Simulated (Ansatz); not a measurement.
## H4SbSi, SMILES [SiH3][SbH]: harmonic frequencies at the relaxed geometry, step by step

With Ansatz's Python interface.

Typed at the interpreter:
```pycon
>>> from dataclasses import dataclass
>>> import ansatz as az
>>> import numpy as np
>>> @dataclass
... class Options:
...     basis: str = "def2-SVP"
...     level: str = "mp2"
...
>>> cfg = Options()
>>> geometry = (
...     az.Crystal.molecule()
...     .atom("Si", [-0.3046, -0.3132, -0.5029])
...     .atom("Sb", [-0.1277, 0.746, 1.7784])
...     .atom("H", [0.3885, -1.5154, -0.5895])
...     .atom("H", [-1.6956, -0.5446, -0.7885])
...     .atom("H", [0.1596, 0.6673, -1.5387])
...     .atom("H", [1.6218, 0.8958, 1.595])
... )
>>> base = geometry.calculation()
>>> base = base.basis(gaussian=cfg.basis)
>>> base = base.correlation(cfg.level)
>>> base = base.spin("collinear", total=1)
>>> symbols = [site.symbol for site in geometry.cartesian_sites]
>>> start = np.array([site.position_ang for site in geometry.cartesian_sites], dtype=float)
>>> rep = base.relax(force_tolerance=0.003).run().report

>>> end = np.array(rep["positions_ang"])
>>> print("bond        before    after (A)")
bond        before    after (A)
>>> for i, j in [(0, 1), (0, 2), (0, 3), (0, 4), (1, 5)]:
...     d0, d1 = (np.linalg.norm(xyz[i] - xyz[j]) for xyz in (start, end))
...     print(f"{symbols[i]}{i}-{symbols[j]}{j}".ljust(10), f"{d0:8.4f} {d1:8.4f}")
...
Si0-Sb1      2.5214   2.5877
Si0-H2       1.3904   1.4836
Si0-H3       1.4387   1.4829
Si0-H4       1.4999   1.4836
Sb1-H5       1.7655   1.7051
>>> for i, j, k in [(1, 0, 2), (1, 0, 3), (1, 0, 4), (2, 0, 3), (2, 0, 4), (3, 0, 4), (0, 1, 5)]:
...     u, v = end[i] - end[j], end[k] - end[j]
...     print(f"angle {symbols[i]}{i}-{symbols[j]}{j}-{symbols[k]}{k}: {np.degrees(np.arccos(np.clip(u @ v / np.linalg.norm(u) / np.linalg.norm(v), -1, 1))):.2f} deg")
...
angle Sb1-Si0-H2: 110.67 deg
angle Sb1-Si0-H3: 109.00 deg
angle Sb1-Si0-H4: 110.67 deg
angle H2-Si0-H3: 108.82 deg
angle H2-Si0-H4: 108.82 deg
angle H3-Si0-H4: 108.82 deg
angle Si0-Sb1-H5: 89.78 deg
>>> minimum = az.Crystal.molecule()
>>> for symbol, xyz in zip(symbols, end):
...     minimum = minimum.atom(symbol, xyz.tolist())
...
>>> vibrating = minimum.calculation()
>>> vibrating = vibrating.basis(gaussian=cfg.basis).correlation(cfg.level)
>>> vibrating = vibrating.spin("collinear", total=1).phonons(temperatures=(200, 600, 100))
>>> vib = vibrating.run().report["vibrations"]
>>> sums = vib["harmonic_sums"]
>>> modes = [m["omega_inv_cm"] for m in sums["modes_at_gamma"] if m["rigid_motion"] == "no"]
>>> for number, w in enumerate(modes, start=1):
...     print(f"mode {number:2d} {w:9.1f} 1/cm {w / 8065.544 * 1000:8.2f} meV")
...
mode  1     143.7 1/cm    17.81 meV
mode  2     315.8 1/cm    39.16 meV
mode  3     420.9 1/cm    52.19 meV
mode  4     479.8 1/cm    59.49 meV
mode  5     654.0 1/cm    81.08 meV
mode  6     913.4 1/cm   113.25 meV
mode  7     973.5 1/cm   120.69 meV
mode  8     974.6 1/cm   120.83 meV
mode  9    2006.3 1/cm   248.74 meV
mode 10    2295.1 1/cm   284.56 meV
mode 11    2302.8 1/cm   285.51 meV
mode 12    2308.5 1/cm   286.21 meV
>>> print("imaginary modes:", sum(w < 0 for w in modes), " zero-point energy:", round(sums["zero_point_energy_ev"], 4), "eV")
imaginary modes: 0  zero-point energy: 0.8548 eV
>>> print("T (K)   F_vib (eV)   S_vib (meV/K)   C_vib (meV/K)")
T (K)   F_vib (eV)   S_vib (meV/K)   C_vib (meV/K)
>>> for row in zip(sums["temperatures_k"], sums["vibrational_free_energy_ev"], vib["entropy_ev_per_k"], vib["heat_capacity_ev_per_k"]):
...     print(f"{row[0]:6.1f} {row[1]:11.4f} {1000 * row[2]:13.4f} {1000 * row[3]:15.4f}")
...
 200.0      0.8437        0.1557          0.2434
 300.0      0.8219        0.2795          0.3711
 400.0      0.7879        0.4004          0.4693
 500.0      0.7421        0.5137          0.5472
 600.0      0.6854        0.6195          0.6129
```

What to keep in mind:
- The frequencies are harmonic and unscaled, in a modest basis. The result belongs to the one conformer reached from this start, and soft torsions count as harmonic oscillators.
- def2 sets replace the cores of elements past krypton by effective core potentials.
- The species is open-shell (spin multiplicity 2).
- Wall time of the script: 110 s on 1 thread of Intel(R) Xeon(R) Platinum 8375C CPU @ 2.90GHz (Ice Lake) (shared host), peak memory 0.24 GiB.

(Lines on the test bed's own set-up are left out of the output.)
